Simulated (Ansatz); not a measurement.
# FGeH7O: the cost of one run

Computed with Ansatz 0.2.0, Gaussian basis. Level: r2SCAN-D4/def2-SVP.

### 1 The starting structure

The start, a first-order saddle point found at PBE0-D4 in triple zeta: 10 atoms, charge 0, spin multiplicity 1.

Atoms are counted from 1 here; the program's logs count them from 0.

Bond lengths: Ge1–H2 1.782 Å, Ge1–H3 1.570 Å, Ge1–H4 1.532 Å, Ge1–H5 1.534 Å, Ge1–F7 1.982 Å, H6–O9 1.033 Å, O9–H10 0.963 Å. Angles: H2–Ge1–H3 78.0°, H2–Ge1–H4 116.8°, H2–Ge1–H5 119.8°, H2–Ge1–F7 79.3°, H3–Ge1–H4 104.3°, H3–Ge1–H5 103.7°, H3–Ge1–F7 157.2°, H4–Ge1–H5 120.5°, H4–Ge1–F7 87.5°, H5–Ge1–F7 86.1°, H6–O9–H10 108.5°.

Coordinates:

```xyz
10

Ge   -0.45241   -1.02670   -0.78544
H     1.02554   -0.18523   -0.25362
H     0.66525   -1.80599   -1.56450
H    -1.03953   -2.06639    0.17401
H    -1.31548   -0.41951   -1.89847
H    -0.27076    1.10093    1.11693
F    -1.22697    0.36920    0.39007
H     1.01366    0.47525    0.42624
O     0.70855    1.33163    1.35000
H     0.89204    2.22671    1.04479
```

### 2 The run

The input, md/in.yaml:

```yaml
crystal:
  periodic: [false, false, false]
  atoms:
    - {symbol: Ge, position_ang: [-0.452409, -1.026700, -0.785442]}
    - {symbol: H, position_ang: [1.025536, -0.185228, -0.253623]}
    - {symbol: H, position_ang: [0.665253, -1.805994, -1.564500]}
    - {symbol: H, position_ang: [-1.039527, -2.066392, 0.174008]}
    - {symbol: H, position_ang: [-1.315476, -0.419510, -1.898469]}
    - {symbol: H, position_ang: [-0.270756, 1.100931, 1.116928]}
    - {symbol: F, position_ang: [-1.226974, 0.369196, 0.390067]}
    - {symbol: H, position_ang: [1.013662, 0.475251, 0.426238]}
    - {symbol: O, position_ang: [0.708553, 1.331633, 1.350000]}
    - {symbol: H, position_ang: [0.892039, 2.226714, 1.044791]}
basis:
  gaussian: {orbitals: def2-SVP}
hamiltonian: {xc: r2scan, dispersion: d4}
md: {n_steps: 30, timestep: 0.5, temperature: 100, ensemble: nvt_langevin, seed: 124, friction: 0.002, initial_velocities: maxwell_boltzmann}
```

Run with:

```
ansatz run in.yaml --threads 4 --pin off --events-out ev --progress --plain --max-ram 9574MiB
```

**Question.** How long does this run take on 4 threads of Arm Neoverse V2, shared host?

About 40 s.
